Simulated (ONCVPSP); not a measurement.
# Pseudopotential generation for copper: ONCV, LDA (Perdew-Wang 92)

Do these settings give a usable potential? It is generated, then checked for transferability, scattering, ghosts and hardness.

Program: ONCVPSP 4.0.1.1 (patched build). Reference atom: LDA (Perdew-Wang 92), scalar-relativistic, spherical and spin-unpolarised. All values are calculated.

## 1. Settings

Typed settings, in words:

```
element                 : copper (Cu, Z = 29)
type                    : optimised norm-conserving Vanderbilt (ONCV)
frozen core             : [Ar]
valence charge          : 11
reference configuration : 3d10 4s1
partial waves           : 4s: rc 2.40 bohr, ncon 3, nbas 6, qcut 2.4 1/bohr, 2 projectors, debl 2.8 Ha; p scattering state at 0.22 Ha: rc 2.65 bohr, ncon 5, nbas 9, qcut 3.1 1/bohr, 2 projectors, debl 3.7 Ha; 3d: rc 1.30 bohr, ncon 4, nbas 9, qcut 12 1/bohr, 2 projectors, debl 3.9 Ha
local potential         : polynomial inside 0.95 bohr (lpopt 5, dvloc0 0 Ha)
core correction         : polynomial model core, fcfact 0.25
```

The outer shells as boxes (Hund's rule for the drawing; the calculation is spin-unpolarised):

```
[Ar] core
3d [↑↓][↑↓][↑↓][↑↓][↑↓]
4s [↑ ]
```

## 2. Generation

File Cu.dat:

```
# ATOM AND REFERENCE CONFIGURATION
# atsym  z   nc   nv     iexc    psfile
  Cu 29.00    5    2  -001012      upf
#
#   n    l    f
    1    0    2.00
    2    0    2.00
    2    1    6.00
    3    0    2.00
    3    1    6.00
    3    2   10.00
    4    0    1.00
#
# PSEUDOPOTENTIAL AND OPTIMIZATION
# lmax
    2
#
#   l,   rc,      ep,       ncon, nbas, qcut
    0    2.40    0.00    3    6    2.40
    1    2.65    0.22    5    9    3.10
    2    1.30    0.00    4    9   12.00
#
# LOCAL POTENTIAL
# lloc, lpopt,  rc(5),   dvloc0
    4    5    0.95    0.00
#
# VANDERBILT-KLEINMAN-BYLANDER PROJECTORs
# l, nproj, debl
    0    2    2.80
    1    2    3.70
    2    2    3.90
#
# MODEL CORE CHARGE
# icmod, fcfact, rcfact
    1    0.25    0.00
#
# LOG DERIVATIVE ANALYSIS
# epsh1, epsh2, depsh
   -2.00    5.00    0.02
#
# OUTPUT GRID
# rlmax, drl
    6.00    0.01
#
# TEST CONFIGURATIONS
# ncnf
    4
# nvcnf
#   n    l    f
    2
    3    2   10.00
    4    0    0.00
#
    2
    3    2    9.00
    4    0    0.00
#
    2
    3    2    8.00
    4    0    0.00
#
    2
    3    2    7.00
    4    0    0.00
#
```

Run with:

```console
$ oncvpsp.x < Cu.dat > Cu.out
```

Before running it: what results should come out? Wanted: cutoffs for 1 and 0.1 mHa per electron, occupied waves; bound ghosts; GHOST(+) flags; largest test error; largest phase difference near zero energy, channels read; rms error of d²Exc/dn², without and with the model core; projector energies reset by the program.

As calculated:

| quantity | value |
| --- | --- |
| cutoffs for 1 and 0.1 mHa per electron, occupied waves | 58 Ha and 65 Ha |
| bound ghosts | s at -12.26 eV |
| GHOST(+) flags | p at 110 eV |
| largest test error (AE − PS) | -107 meV, for 3d9 4s0 (2 tests unsolved) |
| largest phase difference near zero energy, channels read | 0.011 rad |
| rms error of d²Exc/dn², without and with the model core | 7.87 and 4.03 mHa |
| projector energies reset by the program | p: 0.050, 3.750 Ha |

A bound ghost (s) makes it unfit for use: electrons can fall into a state that the atom doesn't have. By total energies transferability is poor: the largest error is 107 meV on 30.1 eV, for 3d9 4s0. Of the tests 2 gave no usable energy difference, which is a warning in itself. It counts as hard, with 58 Ha needed at the looser tolerance. At the looser tolerance the 3d wave is the slowest; 4s needs 6 Ha. Near zero energy the phases of the channels with partial waves agree within 0.011 rad. The pseudo curves have a pole with no partner nearby in the atom's: s at -0.47 Ha. The program also flags highly localised states, GHOST(+) (p). These are tests on the free atom; a crystal test is still owed.
